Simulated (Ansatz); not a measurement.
# AlO2 (Cmcm) in Ansatz: reference runs

How does AlO2 come out in PBEsol? The cell is run as given and disturbed.

Everything below comes from runs of Ansatz 0.2.0. Logs are shortened: lines on timing, memory, paths and dates and some standing lists are left out, and cuts for length are marked.

## Step 1: Starting point

Symmetry: Cmcm, No. 63, orthorhombic system. The conventional cell has a = 2.976 Å, b = 10.806 Å, c = 3.647 Å, α = 90.00°, β = 90.00°, γ = 90.00°. Al (site symmetry m2m) has 6 O at 1.87 to 2.02 Å as nearest neighbours. O (site symmetry m2m) is surrounded by 2 Al at 1.88 Å. Around O (site symmetry m2m) lie 4 Al at 1.87 to 2.02 Å.

The cell comes from a database or a generator and needn't be the stable form of this composition.

## Step 2: Single point, PBEsol

input.yaml

```yaml
crystal:
  lattice:
    - [1.488162, -5.402833, 0.0]
    - [1.488162, 5.402833, 0.0]
    - [0.0, 0.0, 3.646612]
  atoms:
    - { symbol: Al, position: [0.668133, 0.331867, 0.75] }
    - { symbol: Al, position: [0.331867, 0.668133, 0.25] }
    - { symbol: O, position: [0.061072, 0.938928, 0.75] }
    - { symbol: O, position: [0.938928, 0.061072, 0.25] }
    - { symbol: O, position: [0.294184, 0.705816, 0.75] }
    - { symbol: O, position: [0.705816, 0.294184, 0.25] }
hamiltonian:
  xc: pbesol
  pseudopotentials: { kind: paw }
kpoints:
  mp_grid: { grid: [9, 9, 7] }
scf:
  occupations: { method: fermi_dirac, width: 0.05 }
output:
  forces: true
  stress: true
  eigenvalues: true
  write_density: true
  write_potential: true
  elf: true
  volumetric_format: npy
```

Potentials or basis: Ansatz PAW.

Run with:

```console
$ ansatz run input.yaml --threads 2 --pin off --max-ram 5632MiB --backend cpu --events-out ev --progress --plain --runs-dir out
```

The program printed:

```text
Warning: RAYON_NUM_THREADS=2 ignored (pool sized by the plan → 2); use --threads N
Engine: ansatz 0.2.0, x86_64-unknown-linux-gnu
Pseudopotentials: kind: paw
Pseudopotential: Al, paw, valence charge 3, recommended cutoff 420 eV (normal), Al.paw.azcp
Pseudopotential: O, paw, valence charge 6, recommended cutoff 420 eV (normal), O.paw.azcp
Functional definition: PBEsol
  exchange = pbesol_x
  correlation = pbesol_c
Crystal: 6 atoms, lattice volume = 58.640 Å³
Basis set: ecut = 420 eV, 1139 PW (Γ), exchange–correlation on 80×80×50 points (8 copies of the dense FFT grid, shifted against one another)
Bands: 21, of which v1, the nominal top of the filled ones, is band 15 counted from 1 (14 counted from 0)
Symmetry: 8 space group operations
Space group: Cmcm (ITA 63), of the structure as read, at distance tolerance 3.9e-5 Å
k-points: 100 of 567
Non-local potential: Al, projectors of the file, l = 0: 2, l = 1: 2, l = 2: 1
Non-local potential: O, projectors of the file, l = 0: 2, l = 1: 2, l = 2: 1
PAW form: soft (Blöchl's): semilocal exchange-correlation on the pseudo side does not see the compensation charge
PAW frozen core: Al, regenerated for the run's functional, and the local potential with it (the file was generated under x = pbe(κ = 0.804, μ = 0.2195149727645171), c = pbe(β = 0.06672455060314922))
PAW frozen core: O, regenerated for the run's functional, and the local potential with it (the file was generated under x = pbe(κ = 0.804, μ = 0.2195149727645171), c = pbe(β = 0.06672455060314922))
PAW one-centre angular grid: Al, 110 points (default); XC on 64 Gauss nodes
PAW one-centre angular grid: O, 110 points (default); XC on 64 Gauss nodes
Initial density: superposition of atomic densities (neutral atoms: chi_scale 0, normalization atom), corrected by the library's trained network
Initial wavefunctions: pseudopotential atomic-orbital guess
Functional: x = pbesol(κ = 0.804, μ = 0.12345679012345678), c = pbesol(β = 0.046)
SCF iter   1: F=—  HF=-3294.804435 eV  |F-HF|=—  |Δ(HF+E_count)|=         —  Δρ=1.46e-2  dr2=7.66e-2  ethr=1.77e-3  ⟨swp⟩=6.6  Hψ=11496  notcnv=0  defer=11
preconditioner: auto → Kerker (q_TF=auto, 2.440 Å⁻¹)  [metal: Δε(μ)=0.017 eV  Ē_g=15.486 eV  σ=0.050 eV  W_gap=0.08  n_scr=14 (ndim 8)  ℏωp=26.6 eV  f_vac=0.003  D(μ)=4.68/eV (n_scr^D=50)]
SCF iter   2: F=—  HF=-3294.783554 eV  |F-HF|=—  |Δ(HF+E_count)|=   2.09e-2  Δρ=4.81e-3  dr2=1.07e-2  ethr=2.55e-4  ⟨swp⟩=3.0  Hψ=4208  notcnv=0  defer=100
SCF iter   3: F=—  HF=-3294.780965 eV  |F-HF|=—  |Δ(HF+E_count)|=   2.59e-3  Δρ=1.01e-3  dr2=6.35e-4  ethr=3.57e-5  ⟨swp⟩=2.0  Hψ=3134  notcnv=0  defer=100
SCF iter   4: F=—  HF=-3294.781019 eV  |F-HF|=—  |Δ(HF+E_count)|=   5.44e-5  Δρ=2.37e-4  dr2=8.27e-5  ethr=2.12e-6  ⟨swp⟩=2.0  Hψ=3168  notcnv=0  defer=100
SCF iter   5: F=—  HF=-3294.781032 eV  |F-HF|=—  |Δ(HF+E_count)|=   1.27e-5  Δρ=9.44e-5  dr2=1.83e-5  ethr=2.76e-7  ⟨swp⟩=2.1  Hψ=3443  notcnv=0  defer=100
SCF iter   6: F=—  HF=-3294.781030 eV  |F-HF|=—  |Δ(HF+E_count)|=   2.05e-6  Δρ=2.93e-5  dr2=1.35e-6  ethr=6.09e-8  ⟨swp⟩=2.6  Hψ=3526  notcnv=0  defer=100
SCF iter   7: F=-3294.781030 eV  HF=-3294.781030 eV  |F-HF|=1.12e-8  |Δ(HF+E_count)|=   1.70e-7  Δρ=1.17e-5  dr2=7.75e-8  ethr=3.33e-10  ⟨swp⟩=10.9  Hψ=15438  notcnv=0
SCF 1 converged in 7 iterations: F = -3294.781030 eV  dr2 = 7.75e-8
SCF converged after 7 iterations
Free energy (F): -3294.781030 eV
Harris-Foulkes:  -3294.781030 eV  (|F-HF|=1.12e-8)
Internal energy: -3294.741892 eV  (E = F + TS)
E sigma→0 (E₀):  -3294.761461 eV
Entropy (-TS):   -0.039138 eV (-6.523 meV/atom)
Fermi energy:    5.511048 eV
--- Per-component energies (eV) ---
  E_band       = -38.651893
  E_kinetic    = 750.209834
  E_local      = -1426.040233  (includes V_loc(G=0)·N_el)
  E_nonlocal   = 212.099648
  E_hartree    = 503.440511
  E_xc         = -370.762687
  E_vxc        = -433.063264  (∫ρ·V_xc dr)
  E_paw        = -1517.789451  (= ΣΔE_a)
  E_vpaw       = -148.750444  (= ΣTr[D̂ρ^β])
  E_aug_tail   = 0.009607  (compensation charges beyond the density's cutoff)
  E_ewald      = -1446.088549
  E_core_change = 0.179430  (= ΣΔE_core)
  E_smearing   = -0.039138  (= −TS)
  E_closure    = 0.000000  (closes the sum)
  Σ components = -3294.781030   (vs F -3294.781030, Δ=0.00e0)
--- Forces (eV/Å), atoms counted from 1 ---
  atom   1  Al     0.00000000     0.17639250     0.00000000
  atom   2  Al     0.00000000    -0.17639250     0.00000000
  atom   3  O      0.00000000     0.64069190     0.00000000
  atom   4  O      0.00000000    -0.64069190     0.00000000
  atom   5  O      0.00000000     0.01672657     0.00000000
  atom   6  O      0.00000000    -0.01672657     0.00000000
  max |Σ_I F_I| component: 1.11e-16 eV/Å
--- Stress (GPa, compression-positive) ---
       -6.377899       0.000000       0.000000
        0.000000      -6.658045       0.000000
        0.000000       0.000000      -4.790267
  P = ⅓ Tr σ = -5.9421 GPa (-59.421 kbar)
--- Band table (eV; the first three rows and the last of 100) ---
  k-point 0: bands = ["-13.8856", "-11.7635", "-11.1060", "-10.8170", "-0.5963", "1.0007", "1.6419", "2.2285", "2.8438", "3.0488", "3.1886", "3.6870", "4.2042", "5.0327", "5.5623", "5.6087", "11.3258", "13.8426", "15.2915", "16.2160", "18.2431"]
  k-point 1: bands = ["-13.7594", "-11.7130", "-11.1163", "-11.0034", "-0.5654", "0.8083", "1.1513", "2.3392", "3.1041", "3.3036", "3.4380", "3.7750", "4.1514", "4.8616", "5.3266", "5.5452", "11.7559", "14.1485", "15.1462", "16.0013", "18.0499"]
  k-point 2: bands = ["-13.3953", "-11.5785", "-11.5056", "-11.1540", "-0.6018", "0.3501", "0.8846", "2.6580", "3.2203", "3.2554", "4.0029", "4.0275", "4.0801", "4.4103", "5.1985", "5.3783", "12.7273", "14.8006", "14.8696", "15.3734", "17.9345"]
  k-point 99: bands = ["-12.7071", "-12.1391", "-11.6176", "-11.2730", "-0.3083", "0.3486", "1.7782", "2.1733", "2.9634", "3.0059", "3.5430", "3.5871", "3.7607", "3.9387", "5.6461", "6.0233", "13.9363", "14.6517", "14.9181", "15.4708", "18.5209"]
```

It took 2.5 s on 2 threads of Intel Xeon 6975P-C (Granite Rapids), shared host; peak memory 0.44 GiB.

Results:

```yaml
Free_energy: -3294.7810 eV
Pressure: -5.9 GPa
Largest_force: 0.641 eV/Å
Band_gap_on_the_k_mesh: none (metal or under the smearing width)
```

Forces on the atoms (eV/Å):
```
Al   0.000  0.176  0.000
Al   0.000 -0.176  0.000
O    0.000  0.641  0.000
O    0.000 -0.641  0.000
O    0.000  0.017  0.000
O    0.000 -0.017  0.000
```

Levels at points of the mesh, in eV from the Fermi level:
```csv
k point,band 11,band 12,band 13,band 14,band 15,band 16,band 17,band 18,band 19,band 20
"(0.00, 0.00, 0.00)",-2.32,-1.82,-1.31,-0.48,0.05,0.10,5.81,8.33,9.78,10.70
```

Caveat: the pressure holds a Pulay correction of +0.9 GPa for the finite cutoff; the PAW data sets come from PBE, with cores solved anew for the run's functional, which leaves a small shift of forces and pressure.

## Step 3: Single point, PBEsol (atoms moved at random, drawn with an rms of 0.05 Å)

input.yaml

```yaml
crystal:
  lattice:
    - [1.488162, -5.402833, 0.0]
    - [1.488162, 5.402833, 0.0]
    - [0.0, 0.0, 3.646612]
  atoms:
    - { symbol: Al, position: [0.6509, 0.31897, 0.766966] }
    - { symbol: Al, position: [0.337847, 0.682527, 0.251412] }
    - { symbol: O, position: [0.07716, 0.951756, 0.729418] }
    - { symbol: O, position: [0.959164, 0.081307, 0.243101] }
    - { symbol: O, position: [0.29823, 0.723691, 0.749002] }
    - { symbol: O, position: [0.709439, 0.295869, 0.251647] }
hamiltonian:
  xc: pbesol
  pseudopotentials: { kind: paw }
kpoints:
  mp_grid: { grid: [9, 9, 7] }
scf:
  occupations: { method: fermi_dirac, width: 0.05 }
output:
  forces: true
  stress: true
  eigenvalues: true
```

Potentials or basis: Ansatz PAW.

Run with:

```console
$ ansatz run input.yaml --threads 2 --pin off --max-ram 5632MiB --backend cpu --events-out ev --progress --plain --runs-dir out
```

Wall time 10 s (2 threads of Intel Xeon 6975P-C (Granite Rapids), shared host); peak memory 0.65 GiB.

It converged, with:

```
Free energy            : -3294.6262 eV
Pressure               : -3.4 GPa
Largest force          : 1.683 eV/Å
Band gap on the k mesh : none (metal or under the smearing width)
```

Forces in eV/Å, atoms in the order of the input:
```
Al   1.318  0.023 -1.047
Al   0.102 -0.498  0.017
O   -0.992  1.201  0.151
O   -0.246 -0.255  0.200
O   -0.274 -0.704  0.320
O    0.092  0.233  0.359
```

Stress tensor (GPa, compression positive):
```
-4.21 -0.71  0.43
-0.71 -3.63 -0.07
 0.43 -0.07 -2.47
```

Levels at points of the mesh, in eV from the Fermi level:
| k point | band 11 | band 12 | band 13 | band 14 | band 15 | band 16 | band 17 | band 18 | band 19 | band 20 |
| --- | --- | --- | --- | --- | --- | --- | --- | --- | --- | --- |
| (0.00, 0.00, 0.00) | -2.12 | -1.72 | -1.29 | -0.58 | -0.01 | 0.13 | 5.80 | 8.30 | 9.86 | 10.45 |

Caveat: the pressure holds a Pulay correction of +0.9 GPa for the finite cutoff; the PAW data sets come from PBE, with cores solved anew for the run's functional, which leaves a small shift of forces and pressure.
